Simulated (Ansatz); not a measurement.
# ZnS: the cost of one run

Method: DFT PBE, scalar-relativistic, plane waves, PAW, in Ansatz 0.2.0.

1 further run of the same task is left out (set aside as unsound or not needed).

## 1. The starting structure

Symmetry: P6_3mc, No. 186, hexagonal system. Conventional cell: a = 3.847 Å, b = 3.847 Å, c = 12.590 Å, α = 90.00°, β = 90.00°, γ = 120.00°. Zn (site symmetry 3m) is surrounded by 4 S at 2.36 Å. S (site symmetry 3m) is surrounded by 4 Zn at 2.36 Å.

As a file:

```xyz
8
Lattice="3.8467 0.0000 0.0000 -1.9234 3.3314 0.0000 0.0000 0.0000 12.5902" Properties=species:S:1:pos:R:3 pbc="T T T"
Zn    0.0000    0.0000    0.0006
Zn    0.0000    0.0000    6.2957
Zn    0.0000    2.2209    3.1479
Zn    1.9234    1.1105    9.4430
S     0.0000    0.0000    2.3580
S     0.0000    0.0000    8.6531
S     0.0000    2.2209    5.5099
S     1.9234    1.1105   11.8050
```

This cell was relaxed beforehand with the same method: volume 20.17 Å³/atom, gap on the mesh 2.05 eV.

## 2. The reference cell

The reference gives a free energy of -16890.9267 eV, pressure 0.02 GPa, largest force 0.004 eV/Å and gap on the mesh 2.05 eV. It was computed beforehand with the settings of the runs below.

## 3. The scan: shifting one sublattice

Every Zn atom is moved by x along the Cartesian unit vector (0.000, 0.000, 1.000); the cell and all other atoms stay fixed. Forces below are components along that vector, summed over the moved atoms.

## 4. x = -0.500 Å

input.yaml

```yaml
crystal:
  lattice:
    - [3.8467234448, 0.0, 0.0]
    - [-1.9233617224, 3.3313602246, 0.0]
    - [0.0, 0.0, 12.5902250307]
  atoms:
    - { symbol: Zn, position: [0.0, 0.0, -0.039663002] }
    - { symbol: Zn, position: [0.0, 0.0, 0.460336998] }
    - { symbol: Zn, position: [0.3333333333, 0.6666666667, 0.210311165] }
    - { symbol: Zn, position: [0.6666666667, 0.3333333333, 0.710311165] }
    - { symbol: S, position: [0.0, 0.0, 0.1872896977] }
    - { symbol: S, position: [0.0, 0.0, 0.6872896977] }
    - { symbol: S, position: [0.3333333333, 0.6666666667, 0.4376354415] }
    - { symbol: S, position: [0.6666666667, 0.3333333333, 0.9376354415] }
basis:
  ecutwfc: 420
kpoints:
  mp_grid: { grid: [12, 12, 2] }
hamiltonian:
  xc: pbe
scf:
  occupations: { method: gaussian, width: 0.05 }
output:
  forces: true
  stress: true
  eigenvalues: true
```

Run with:

```
$ ansatz run input.yaml --threads 2 --pin off --max-ram 5120MiB --backend cpu --events-out ev --progress --plain --runs-dir out
```

**Question.** How long does this run take on 2 threads of Intel Xeon 6975P-C (Granite Rapids), shared host, and how much memory does it need?

About 6.3 s, with a peak of 0.54 GiB.
